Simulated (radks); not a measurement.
# Excited configurations of Eu³⁺

An exercise on one series of results from a longer session: the logs are not shown, and one member is left open.

Method: scalar-relativistic Kohn-Sham, PBE, spin-polarised, spherical densities, point nucleus; open shells are filled with parallel spins first. Code: radks (a radial shooting solver on a logarithmic mesh, Libxc functionals) version 1.

## The atom as given

- element: europium (Z = 63)
- charge: +3
- electrons: 60
- configuration: [Xe] 4f6

Outer shells as boxes (Hund's rule):

Eu³⁺
```
[Xe] core
4f [↑ ][↑ ][↑ ][↑ ][↑ ][↑ ][  ]
```

The first run:

The run's settings:

```text
Z 63
configuration [Xe] 4f6
relativity scalar-relativistic
functional pbe,pbe
spin polarised
nucleus point
c 137.035999084
```

Steps of the session up to this table: Ground configuration: [Xe] 4f6.

One table of the session follows, with a row left open; its other results are not shown here.

It belongs to the step «Ground configuration: [Xe] 4f6». Radial moments (bohr):

| level | <r> | outermost maximum (interpolated) | 90 % within | nodes |
| --- | --- | --- | --- | --- |
| 4d up | 0.6514 | 0.573 | 0.978 | 1 |
| 4d down | 0.6522 | 0.572 | 0.980 | 1 |
| 5s up | ? | ? | ? | ? |
| 5s down | 1.362 | 1.23 | 1.96 | 4 |
| 5p up | 1.544 | 1.37 | 2.24 | 3 |
| 5p down | 1.574 | 1.39 | 2.29 | 3 |
| 4f up | 0.8664 | 0.585 | 1.47 | 0 |
| 4f down | 0.9035 | 0.587 | 1.56 | 0 |

**Question.** Estimate the row for 5s up.

The run gave: <r>: 1.342; outermost maximum (interpolated): 1.22; 90 % within: 1.92; nodes: 4. In the column «<r>» it lies between 4f down (0.9035) and 5s down (1.362).

To keep in mind: Open shells are spherical and high-spin; term and fine-structure splittings are not resolved.
